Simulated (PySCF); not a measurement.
# Titanium: the same states on changed settings

Aim: see what changed settings do to total energies and their difference. The change: the non-relativistic Hamiltonian (point nucleus), unsound on purpose. A sound run of the same states serves as the yardstick.

The numbers are computed with PySCF 2.14.0 (unrestricted determinants in a Gaussian basis, no spin-orbit coupling in the energies), except any that are marked as measured or tabulated.

6 further runs of the same task are left out: 6 that didn't finish.

## 1. Starting point

| Property | Result |
| --- | --- |
| Element | titanium (Z = 22) |
| Basis | aug-cc-pVDZ-DK |
| Hamiltonian | no relativity, point nucleus |
| State 1 | Ti²⁺: [Ar] 3d2, high-spin 3F determinant |
| State 2 | Ti³⁺: [Ar] 3d1, 2D determinant |
| Methods | UHF, PBE, M06-2X, MP2 |
| Core shells frozen in the correlated runs | valence: [Ar] (for Ti²⁺) |

The outer shells:

Ti2+ [Ar] 3d2
```
[Ar] core
3d [↑ ][↑ ][  ][  ][  ]
```

Ti3+ [Ar] 3d1
```
[Ar] core
3d [↑ ][  ][  ][  ][  ]
```

The sound run (aug-cc-pVDZ-DK, scalar relativity by spin-free X2C-1e, symmetry-adapted start, fine grid, valence correlation) gave:

```csv
species,method,energy (hartree)
Ti²⁺,UHF,-852.06437
Ti²⁺,PBE,-852.72094
Ti²⁺,M06-2X,-852.95919
Ti²⁺,MP2 (valence),-852.06715
Ti³⁺,UHF,-851.07544
Ti³⁺,PBE,-851.67760
Ti³⁺,M06-2X,-851.93936
```

One driver process ran all states and methods and kept the integrals in memory. Each run is shown as a PySCF script that sums up its settings (the driver passes frozen orbitals as a list and adds second-order terms of double hybrids); the logs are those of the runs themselves. The driver starts from symmetry-adapted Hartree-Fock orbitals, holds the occupation by maximum overlap and uses a logarithmic radial grid for functionals, so a plain start would take other cycles.

The driver's launch:

```console
$ OMP_NUM_THREADS=1 python atomrun2.py TASK.json OUT
```

The integrals over 59 functions and the set-up took 0.88 s of CPU time.

## 2. Changed run, Ti²⁺, method by method

UHF:

input.py

```python
from pyscf import gto, scf, dft, mp, cc
import basis_set_exchange as bse
mol = gto.M(atom="Ti 0 0 0", charge=2, spin=2, symmetry="D2h",
            basis=gto.basis.parse(bse.get_basis("aug-cc-pVDZ-DK", elements=["Ti"], fmt="nwchem", header=False)))
mf = scf.UHF(mol)
mf.irrep_nelec = {'Ag': (4, 3), 'B1g': (1, 0), 'B1u': (2, 2), 'B2u': (2, 2), 'B3u': (2, 2)}
mf.kernel()
```

Log:

```text
damping factor = 0
level_shift factor = 0
DIIS = <class 'pyscf.scf.diis.CDIIS'>
diis_start_cycle = 1
diis_space = 10
diis_damp = 0
SCF conv_tol = 1e-09
SCF conv_tol_grad = None
number electrons alpha = 11  beta = 9
cycle= 1 E= -846.03865784191  delta_E= -0.0044  |g|= 0.0176  |ddm|= 0.0559
cycle= 2 E= -846.038770159618  delta_E= -0.000112  |g|= 0.00286  |ddm|= 0.00882
cycle= 3 E= -846.038773273641  delta_E= -3.11e-06  |g|= 7.47e-05  |ddm|= 0.00174
cycle= 4 E= -846.038773279039  delta_E= -5.4e-09  |g|= 1.29e-05  |ddm|= 0.000233
cycle= 5 E= -846.038773279187  delta_E= -1.48e-10  |g|= 9.75e-07  |ddm|= 7.42e-05
converged SCF energy = -846.038773279187  <S^2> = 2.0023145  2S+1 = 3.0015426
```

It took 0.28 s on 1 thread of Intel Xeon at 2.60GHz, shared host, the integrals not counted.

Orbital energies by shell (radii are means over both spins):

```
shell  electrons  mean orbital energy (eV)  spread (eV)  rms radius (bohr)
 1s α          1                   -4975.4            0             0.0812
 1s β          1                   -4975.4            0             0.0812
 2s α          1                   -595.78            0              0.353
 2s β          1                   -594.80            0              0.353
 2p α          3                   -498.79            0              0.321
 2p β          3                   -497.80            0              0.321
 3s α          1                   -95.197            0               1.09
 3s β          1                   -91.611            0               1.09
 3p α          3                   -66.744            0               1.18
 3p β          3                   -62.304            0               1.18
 3d α          2                   -28.024            0               1.56
```

⟨S²⟩ = 2.002, ⟨L²⟩ = 12.03.

PBE:

input.py differs from the last one in:

```diff
@@ -4,3 +4,3 @@
             basis=gto.basis.parse(bse.get_basis("aug-cc-pVDZ-DK", elements=["Ti"], fmt="nwchem", header=False)))
-mf = scf.UHF(mol)
+mf = dft.UKS(mol, xc="PBE")
 mf.irrep_nelec = {'Ag': (4, 3), 'B1g': (1, 0), 'B1u': (2, 2), 'B2u': (2, 2), 'B3u': (2, 2)}
```

Log:

```text
damping factor = 0
level_shift factor = 0
DIIS = <class 'pyscf.scf.diis.CDIIS'>
diis_start_cycle = 1
diis_space = 10
diis_damp = 0
SCF conv_tol = 1e-09
SCF conv_tol_grad = None
number electrons alpha = 11  beta = 9
XC functionals = PBE
    J. P. Perdew, K. Burke, and M. Ernzerhof.,  Phys. Rev. Lett. 77, 3865 (1996)
    J. P. Perdew, K. Burke, and M. Ernzerhof.,  Phys. Rev. Lett. 78, 1396 (1997)
    J. P. Perdew, K. Burke, and M. Ernzerhof.,  Phys. Rev. Lett. 77, 3865 (1996)
    J. P. Perdew, K. Burke, and M. Ernzerhof.,  Phys. Rev. Lett. 78, 1396 (1997)
cycle= 1 E= -846.697489341788  delta_E= -0.00208  |g|= 0.0126  |ddm|= 1.01
cycle= 2 E= -846.697541466673  delta_E= -5.21e-05  |g|= 0.00696  |ddm|= 0.0332
cycle= 3 E= -846.69756655012  delta_E= -2.51e-05  |g|= 8.12e-05  |ddm|= 0.012
cycle= 4 E= -846.697566553479  delta_E= -3.36e-09  |g|= 5.03e-07  |ddm|= 0.00017
cycle= 5 E= -846.697566553479  delta_E=    0  |g|= 2.19e-08  |ddm|= 1.68e-06
converged SCF energy = -846.697566553479  <S^2> = 2.0002937  2S+1 = 3.0001958
```

Time after the integrals: 0.56 s (1 thread of Intel Xeon at 2.60GHz, shared host).

M06-2X:

input.py differs from the last one in:

```diff
@@ -4,3 +4,3 @@
             basis=gto.basis.parse(bse.get_basis("aug-cc-pVDZ-DK", elements=["Ti"], fmt="nwchem", header=False)))
-mf = dft.UKS(mol, xc="PBE")
+mf = dft.UKS(mol, xc="M062X")
 mf.irrep_nelec = {'Ag': (4, 3), 'B1g': (1, 0), 'B1u': (2, 2), 'B2u': (2, 2), 'B3u': (2, 2)}
```

Log:

```text
damping factor = 0
level_shift factor = 0
DIIS = <class 'pyscf.scf.diis.CDIIS'>
diis_start_cycle = 1
diis_space = 10
diis_damp = 0
SCF conv_tol = 1e-09
SCF conv_tol_grad = None
number electrons alpha = 11  beta = 9
XC functionals = M062X
    Y. Zhao and D. G. Truhlar.,  Theor. Chem. Acc. 120, 215 (2008)
    Y. Zhao and D. G. Truhlar.,  Theor. Chem. Acc. 120, 215 (2008)
cycle= 1 E= -846.935192626473  delta_E= -0.00138  |g|= 0.00501  |ddm|= 0.946
cycle= 2 E= -846.935203465055  delta_E= -1.08e-05  |g|= 0.000874  |ddm|= 0.0436
cycle= 3 E= -846.935203754771  delta_E= -2.9e-07  |g|= 0.000148  |ddm|= 0.00219
cycle= 4 E= -846.935203765716  delta_E= -1.09e-08  |g|= 9e-06  |ddm|= 0.000486
cycle= 5 E= -846.935203765781  delta_E= -6.5e-11  |g|= 1.36e-06  |ddm|= 4.57e-05
converged SCF energy = -846.935203765781  <S^2> = 2.0006036  2S+1 = 3.0004024
```

It took 1.3 s on 1 thread of Intel Xeon at 2.60GHz, shared host, the integrals not counted.

MP2 (valence):

input.py differs from the last one in:

```diff
@@ -4,4 +4,5 @@
             basis=gto.basis.parse(bse.get_basis("aug-cc-pVDZ-DK", elements=["Ti"], fmt="nwchem", header=False)))
-mf = dft.UKS(mol, xc="M062X")
+mf = scf.UHF(mol)
 mf.irrep_nelec = {'Ag': (4, 3), 'B1g': (1, 0), 'B1u': (2, 2), 'B2u': (2, 2), 'B3u': (2, 2)}
 mf.kernel()
+mp.UMP2(mf, frozen=9).kernel()
```

No log was kept for this step.

It took 0.02 s on 1 thread of Intel Xeon at 2.60GHz, shared host, the integrals not counted.

With 2 electrons correlated, the MP2 correlation energy is -0.00274 hartree (-0.00274 same spin, 0.00000 opposite spin); the SCS form gives -0.00091. Largest pairs of shells: 3d-3d -0.0027.

## 3. Changed run, Ti³⁺: the ladder of methods

UHF:

input.py

```python
from pyscf import gto, scf, dft, mp, cc
import basis_set_exchange as bse
mol = gto.M(atom="Ti 0 0 0", charge=3, spin=1, symmetry="D2h",
            basis=gto.basis.parse(bse.get_basis("aug-cc-pVDZ-DK", elements=["Ti"], fmt="nwchem", header=False)))
mf = scf.UHF(mol)
mf.irrep_nelec = {'Ag': (3, 3), 'B1g': (1, 0), 'B1u': (2, 2), 'B2u': (2, 2), 'B3u': (2, 2)}
mf.kernel()
```

Log:

```text
damping factor = 0
level_shift factor = 0
DIIS = <class 'pyscf.scf.diis.CDIIS'>
diis_start_cycle = 1
diis_space = 10
diis_damp = 0
SCF conv_tol = 1e-09
SCF conv_tol_grad = None
number electrons alpha = 10  beta = 9
cycle= 1 E= -845.045683203401  delta_E= -0.00304  |g|= 0.0173  |ddm|= 0.0482
cycle= 2 E= -845.045793399562  delta_E= -0.00011  |g|= 0.00414  |ddm|= 0.0121
cycle= 3 E= -845.045800576513  delta_E= -7.18e-06  |g|= 0.000449  |ddm|= 0.00503
cycle= 4 E= -845.045800665669  delta_E= -8.92e-08  |g|= 1.55e-05  |ddm|= 0.000932
cycle= 5 E= -845.045800665787  delta_E= -1.18e-10  |g|= 1.75e-06  |ddm|= 5.05e-05
converged SCF energy = -845.045800665787  <S^2> = 0.75148791  2S+1 = 2.0014874
```

Time after the integrals: 0.23 s (1 thread of Intel Xeon at 2.60GHz, shared host).

Orbital energies by shell (radii are means over both spins):

```
shell  electrons  mean orbital energy (eV)  spread (eV)  rms radius (bohr)
 1s α          1                   -4995.9            0             0.0812
 1s β          1                   -4995.9            0             0.0812
 2s α          1                   -616.31            0              0.353
 2s β          1                   -615.71            0              0.353
 2p α          3                   -519.28        0.055              0.321
 2p β          3                   -518.67        0.782              0.321
 3s α          1                   -112.10            0               1.07
 3s β          1                   -110.13            0               1.07
 3p α          3                   -82.684        1.306               1.16
 3p β          3                   -80.257        1.938               1.16
 3d α          1                   -44.272            0               1.37
```

⟨S²⟩ = 0.751, ⟨L²⟩ = 6.02.

PBE:

input.py differs from the last one in:

```diff
@@ -4,3 +4,3 @@
             basis=gto.basis.parse(bse.get_basis("aug-cc-pVDZ-DK", elements=["Ti"], fmt="nwchem", header=False)))
-mf = scf.UHF(mol)
+mf = dft.UKS(mol, xc="PBE")
 mf.irrep_nelec = {'Ag': (3, 3), 'B1g': (1, 0), 'B1u': (2, 2), 'B2u': (2, 2), 'B3u': (2, 2)}
```

Log:

```text
damping factor = 0
level_shift factor = 0
DIIS = <class 'pyscf.scf.diis.CDIIS'>
diis_start_cycle = 1
diis_space = 10
diis_damp = 0
SCF conv_tol = 1e-09
SCF conv_tol_grad = None
number electrons alpha = 10  beta = 9
XC functionals = PBE
    J. P. Perdew, K. Burke, and M. Ernzerhof.,  Phys. Rev. Lett. 77, 3865 (1996)
    J. P. Perdew, K. Burke, and M. Ernzerhof.,  Phys. Rev. Lett. 78, 1396 (1997)
    J. P. Perdew, K. Burke, and M. Ernzerhof.,  Phys. Rev. Lett. 77, 3865 (1996)
    J. P. Perdew, K. Burke, and M. Ernzerhof.,  Phys. Rev. Lett. 78, 1396 (1997)
cycle= 1 E= -845.649908451324  delta_E= -0.00288  |g|= 0.00822  |ddm|= 1.04
cycle= 2 E= -845.649931733423  delta_E= -2.33e-05  |g|= 0.00125  |ddm|= 0.0202
cycle= 3 E= -845.649932317505  delta_E= -5.84e-07  |g|= 7.91e-05  |ddm|= 0.00239
cycle= 4 E= -845.649932320185  delta_E= -2.68e-09  |g|= 9.68e-06  |ddm|= 0.000179
cycle= 5 E= -845.649932320223  delta_E= -3.83e-11  |g|= 1.06e-07  |ddm|= 2.1e-05
converged SCF energy = -845.649932320223  <S^2> = 0.75037432  2S+1 = 2.0003743
```

Time after the integrals: 0.56 s (1 thread of Intel Xeon at 2.60GHz, shared host).

M06-2X:

input.py differs from the last one in:

```diff
@@ -4,3 +4,3 @@
             basis=gto.basis.parse(bse.get_basis("aug-cc-pVDZ-DK", elements=["Ti"], fmt="nwchem", header=False)))
-mf = dft.UKS(mol, xc="PBE")
+mf = dft.UKS(mol, xc="M062X")
 mf.irrep_nelec = {'Ag': (3, 3), 'B1g': (1, 0), 'B1u': (2, 2), 'B2u': (2, 2), 'B3u': (2, 2)}
```

Log:

```text
damping factor = 0
level_shift factor = 0
DIIS = <class 'pyscf.scf.diis.CDIIS'>
diis_start_cycle = 1
diis_space = 10
diis_damp = 0
SCF conv_tol = 1e-09
SCF conv_tol_grad = None
number electrons alpha = 10  beta = 9
XC functionals = M062X
    Y. Zhao and D. G. Truhlar.,  Theor. Chem. Acc. 120, 215 (2008)
    Y. Zhao and D. G. Truhlar.,  Theor. Chem. Acc. 120, 215 (2008)
cycle= 1 E= -845.91108557586  delta_E= -0.00183  |g|= 0.00576  |ddm|= 0.747
cycle= 2 E= -845.911098468152  delta_E= -1.29e-05  |g|= 0.000931  |ddm|= 0.0308
cycle= 3 E= -845.91109885397  delta_E= -3.86e-07  |g|= 6.1e-05  |ddm|= 0.00208
cycle= 4 E= -845.911098855705  delta_E= -1.73e-09  |g|= 4.68e-06  |ddm|= 0.000111
cycle= 5 E= -845.911098855714  delta_E= -9.32e-12  |g|= 2.08e-07  |ddm|= 2.24e-05
converged SCF energy = -845.911098855714  <S^2> = 0.75037071  2S+1 = 2.0003707
```

Time after the integrals: 1.3 s (1 thread of Intel Xeon at 2.60GHz, shared host).

## 4. What moved

```
species         method  converged  energy less sound run (eV)
   Ti²⁺            UHF        yes                   +163.9648
   Ti²⁺            PBE        yes                   +163.9044
   Ti²⁺         M06-2X        yes                   +163.9210
   Ti²⁺  MP2 (valence)        yes                   +163.9657
   Ti³⁺            UHF        yes                   +164.0748
   Ti³⁺            PBE        yes                   +164.0211
   Ti³⁺         M06-2X        yes                   +164.0374
```

Ionisation energy of Ti²⁺:

| method | sound run (eV) | changed run (eV) | shift (eV) |
| --- | --- | --- | --- |
| UHF | 26.910 | 27.020 | +0.110 |
| PBE | 28.391 | 28.508 | +0.117 |
| M06-2X | 27.751 | 27.867 | +0.116 |
| MP2 | 26.986 | 27.095 | +0.109 |
| SCS-MP2 | 26.935 | 27.045 | +0.110 |

## 5. Summary of results

| quantity | value |
| --- | --- |
| change | the non-relativistic Hamiltonian (point nucleus) |
| runs converged | 7 of 7 |
| largest shift of a converged total energy | 164 eV |
| largest shift of the ionisation energy | +0.117 eV (PBE) |

In words: The ionisation energy moves by up to 0.12 eV, at PBE. Most of the change in total energy is the relativistic energy itself. On top of that the contraction fixes the core shape for the Hamiltonian it was made with, so the changed run is not a good calculation with the other Hamiltonian either. The setting is unsound on purpose, so these numbers are no properties of the atom.
